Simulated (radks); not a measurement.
# Gd⁴⁺ in [Kr] 4d10 4f6 5s1.5 5p6 6s0.5: an all-electron calculation

Aim: the levels, the sizes of the orbitals and the parts of the energy of the gadolinium ion Gd4+.

The numbers are computed with radks (a radial shooting solver on a logarithmic mesh, Libxc functionals) version 1 (scalar-relativistic Kohn-Sham, PBE, spin-polarised, spherical densities, finite nucleus; open shells are filled with parallel spins first), except any that are marked as measured or tabulated.

**1. The atom as given**

```
element            : gadolinium (Z = 64)
charge             : +4
electrons          : 60
configuration      : [Kr] 4d10 4f6 5s1.5 5p6 6s0.5
nuclear rms radius : 5.1569 fm
```

**2. The run**

Settings of this run:

```text
Z 64
configuration [Kr] 4d10 4f6 5s1.5 5p6 6s0.5
relativity scalar-relativistic
functional pbe,pbe
spin polarised
nucleus finite rms 5.1569 fm
c 137.035999084
```

Q: Predict the outcome of this run.

**Answer**, as computed:

| quantity | value |
| --- | --- |
| total energy | -11266.4579 hartree |
| exchange-correlation share of it | 2.19 % |
| −T/E | 1.0737 |
| highest occupied level | 6s up, -33.722 eV |
| most extended occupied level | 6s up, <r> = 2.81 bohr |
| radius at density 0.001 e/bohr³ | 3.57 bohr |
| maxima of the radial density | 4 |

What this shows: 6 principal shells are occupied and 4 maxima appear in the radial density; where shells overlap, one shows as a shoulder or not at all. Relativity lifts −T/E to 1.074. This is not the tabulated ground configuration, so its levels and sizes aren't those of the ground state, and no measured value stands beside it.
